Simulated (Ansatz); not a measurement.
Run this with Ansatz's Python interface and show what comes out.

Script `drho_cu3s2.py`:
```python
import ansatz as az
import numpy as np

OCCUPATIONS = 'Gaussian'
SIGMA = 0.15
TOLERANCE = 1e-05
CUTOFF = 460
KMESH = (7, 7, 4)

vectors0 = np.array([
    [3.472508, 0.0, 0.0],
    [0.0, 3.472508, 0.0],
    [0.0, 0.0, 5.933883],
])
sites = [
    ('Cu', (0.5, 0.5, 0.0)),
    ('Cu', (0.5, 0.0, 0.32997)),
    ('Cu', (0.0, 0.5, 0.67003)),
    ('S', (0.5, 0.0, 0.731581)),
    ('S', (0.0, 0.5, 0.268419)),
]


def make_crystal(cell):
    crystal = az.Crystal(lattice=az.Lattice.of(cell))
    for symbol, position in sites:
        crystal = crystal.atom(symbol, position)
    return crystal


def main() -> None:
    def solve(crystal):
        return (
            crystal.calculation()
            .functional(az.Functional.PBESOL)
            .occupations(OCCUPATIONS, width=SIGMA)
            .scf(tolerance=TOLERANCE)
            .basis(CUTOFF, grid_basis='typed')
            .kpoints(*KMESH)
            .density()
            .run(threads=1)
        )


    whole = solve(make_crystal(vectors0))
    difference = whole.density().channels[0].density_e_per_ang3.copy()
    binding = whole.report['free_energy_ev']
    for element in ['Cu', 'S']:
        part = az.Crystal(lattice=az.Lattice.of(vectors0))
        for symbol, position in sites:
            if symbol == element:
                part = part.atom(symbol, position)
        alone = solve(part)
        difference -= alone.density().channels[0].density_e_per_ang3
        binding -= alone.report['free_energy_ev']
        print(f'{element} sublattice: {alone.report["n_electrons"]:g} electrons, {alone.report["n_iterations"]} iterations')

    voxel = abs(np.linalg.det(vectors0)) / difference.size
    print(f'energy of the crystal less its unpolarised sublattices: {binding / len(sites):.4f} eV/atom')
    print(f'net charge of the difference {difference.sum() * voxel:.5f} e, charge rearranged {0.5 * np.abs(difference).sum() * voxel:.3f} e')
    print(f'extremes {difference.min():.4f} and {difference.max():.4f} e/A^3')
    for (symbol, position) in sites:
        index = tuple(int(round(p * n)) % n for p, n in zip(position, difference.shape))
        print(f'  change of the pseudo-density at the grid point nearest {symbol}: {difference[index]:+.4f} e/A^3')
    profile = difference.mean(axis=(0, 1))
    print('planar mean along the third vector:', np.round(profile[:: max(len(profile) // 12, 1)], 4))


if __name__ == '__main__':
    main()
```

`python drho_cu3s2.py` gives:
```text
Cu sublattice: 57 electrons, 6 iterations
S sublattice: 12 electrons, 6 iterations
energy of the crystal less its unpolarised sublattices: -2.0604 eV/atom
net charge of the difference 0.00000 e, charge rearranged 0.693 e
extremes -0.1483 and 0.0790 e/A^3
  change of the pseudo-density at the grid point nearest Cu: -0.1483 e/A^3
  change of the pseudo-density at the grid point nearest Cu: -0.1189 e/A^3
  change of the pseudo-density at the grid point nearest Cu: -0.1189 e/A^3
  change of the pseudo-density at the grid point nearest S: -0.0496 e/A^3
  change of the pseudo-density at the grid point nearest S: -0.0496 e/A^3
planar mean along the third vector: [-0.0119 -0.0076  0.0029  0.007   0.0106 -0.0022  0.0003 -0.0055 -0.0055
  0.0003 -0.0022  0.0106  0.007   0.0029 -0.0076]
```

The settings weren't tested for convergence. No spin polarisation was allowed. For a metal this k-point mesh is coarse: on a finer one energies can move by several to tens of meV an atom and pressures by half a GPa or more, differences at one mesh by less. Grid values close to the nuclei reflect the PAW or pseudopotential construction, not the all-electron fields. This cell is a computed structure, which may not be the phase found in nature. Charge moved counts every rearrangement, bonding and polarisation too, and is no transfer between atoms; the bare sublattices are artificial references. Values near the nuclei depend on the potentials. Finished in 7.8 s on 1 thread of Intel(R) Xeon(R) 6975P-C (Granite Rapids), with other jobs on the host, peak memory 0.42 GiB.
